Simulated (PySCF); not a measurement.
**[DyBr2]2+: other functionals and bases at one geometry**

How far do other levels of theory move the description of [DyBr2]2+, and what does each cost? It is a constructed species; whether it can be made isn't addressed.

Method: several levels, as the steps say, no spin–orbit coupling; program: PySCF 2.14.0.

1 further run of the same task is left out (for a known fault of the program).

## (1) The system as given

3 atoms, charge 2, spin multiplicity 1.

Bond lengths: Dy1–Br2 2.395 Å, Dy1–Br3 2.395 Å. Angles: Br2–Dy1–Br3 102.3°.

Geometry (Å):

```
Dy    0.00000    0.00000   -0.81210
Br    1.86560    0.00000    0.68983
Br   -1.86560    0.00000    0.68983
```

Formal oxidation states: Dy +4. Each metal's 8 4f electrons lie in its core potential, so multiplicities, spins and levels count the valence alone. An earlier session relaxed this geometry at PBE0, Dy lcecp-2-SVP with ECP54, Br def2-SVP (singlet, point group C2v).

At PBE0 on the finer grid: E = -5190.447358 Eh, frontier levels not given, since the 4f levels lie in the core, Mulliken charge on Dy1 +1.47 e, largest force component 0.002 eV/Å. 

Levels to run: B3LYP; BLYP; PBE0, TZVP. Hardware: 2 threads of Arm Neoverse V1, shared host.

## (2) B3LYP

File run.py (the lines that set the calculation):

```python
mol = gto.M(atom='''
Dy     0.00000     0.00000    -0.81210
Br     1.86560     0.00000     0.68983
Br    -1.86560     0.00000     0.68983''',
    basis={'Dy': 'lcecp-2-SVP', 'Br': 'def2-SVP'},
    ecp={'Dy': 'lcecp-2-SVP'},
    charge=2, spin=0)
mf = dft.RKS(mol, xc='B3LYP')
mf.grids.atom_grid = (75, 302)  # f atoms: unpruned, at least (60, 302)
mf = mf.density_fit()  # fitting sets: Dy AutoAux, Br def2-universal-JKFIT
mf.conv_tol = 1e-08; mf.max_cycle = 55
mf.kernel(dm0)  # dm0: the density of the relaxed state
```

The run is started by

```bash
OMP_NUM_THREADS=2 python run.py
```

## (3) BLYP

Edit run.py (the lines that set the calculation) of step 2 so:

```diff
@@ -7,3 +7,3 @@
     charge=2, spin=0)
-mf = dft.RKS(mol, xc='B3LYP')
+mf = dft.RKS(mol, xc='BLYP')
 mf.grids.atom_grid = (75, 302)  # f atoms: unpruned, at least (60, 302)
```

## (4) PBE0, TZVP

Basis: Dy lcecp-2-TZVP with ECP54, Br def2-TZVP. 

File run.py (the lines that set the calculation):

```python
mol = gto.M(atom='''
Dy     0.00000     0.00000    -0.81210
Br     1.86560     0.00000     0.68983
Br    -1.86560     0.00000     0.68983''',
    basis={'Dy': 'lcecp-2-TZVP', 'Br': 'def2-TZVP'},
    ecp={'Dy': 'lcecp-2-TZVP'},
    charge=2, spin=0)
mf = dft.RKS(mol, xc='PBE0')
mf.grids.atom_grid = (75, 302)  # f atoms: unpruned, at least (60, 302)
mf = mf.density_fit()  # fitting sets: Dy AutoAux, Br def2-universal-JKFIT
mf.conv_tol = 1e-08; mf.max_cycle = 55
mf.kernel(dm0)  # dm0: free metal ions and neutral atoms
```

**Question.** What will these runs give? Wanted: for each run, charge on Dy1; dipole; largest force.

The runs gave:

| level | state | charge on Dy1 (e) | dipole (D) | largest force (eV/Å) | basis functions | time |
| --- | --- | --- | --- | --- | --- | --- |
| PBE0 (relaxed here) | singlet | 1.47 | 5.41 | 0.00 | 94 | 11 s |
| B3LYP | singlet | 1.40 | 5.26 | 0.53 | 94 | 4.9 s |
| BLYP | singlet | 1.30 | 4.74 | 1.10 | 94 | 5.7 s |
| PBE0, TZVP | singlet | 1.76 | 5.34 | 0.16 | 143 | 11 s |

Times are on 2 threads of Arm Neoverse V1, shared host; the first row also made further properties. The dipole of a charged species depends on the origin, so these sizes hold for this origin alone.

The largest leftover force, 1.10 eV/Å with BLYP, stands at a geometry relaxed at another level. The Mulliken charge on Dy spans +1.30 to +1.76 e over the levels. With 4f in the core, its levels are missing from HOMO and gap. Total energies of different levels can't be compared. Spin–orbit coupling is left out throughout.
